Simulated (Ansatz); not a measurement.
Cd2S in Ansatz: the effect of functional

Crystal: Cd2S.

```
Cd S
1.0
     3.98891    0.00000    0.00000
    -1.99446    3.45450    0.00000
     0.00000    0.00000    5.84766
Cd S
2 1
Cartesian
  0.0000 2.3030 5.4542
  1.9945 1.1515 3.3842
  0.0000 2.3030 2.1385
```

The cell comes from a database or a generator and needn't be the stable form of this composition.

The cell isn't the ideal one: volume scaled by 1.02.

Alike in all runs:

- Program: Ansatz 0.2.0
- Task: single point
- Potentials or basis: Ansatz PAW
- k mesh: 8 × 8 × 5
- Occupations: fermi-dirac, width 0.05 eV
- Spin: no spin polarisation

```csv
functional,cutoff,gap on the mesh (eV),pressure (GPa),largest force (eV/Å)
LDA,420 eV (not typed: the program's choice for these potentials),0.26,-5.5,0.24
PBEsol,420 eV (not typed: the program's choice for these potentials),?,?,?
r2SCAN,500 eV (not typed: the program's choice for these potentials),0.30,-2.5,0.11
```

Question: What does the run with functional PBEsol give?

Answer: gap on the mesh 0.24 eV; pressure -3.7 GPa; largest force 0.21 eV/Å.

Caveats: odd divisions of the mesh miss points on the zone boundary, where band edges often lie, so the gap on the mesh can be too wide; the PAW data sets come from PBE, with cores solved anew for the run's functional, which leaves a small shift of forces and pressure.

A k mesh can miss the band edges.

Runs at the PBE level aren't shown here.
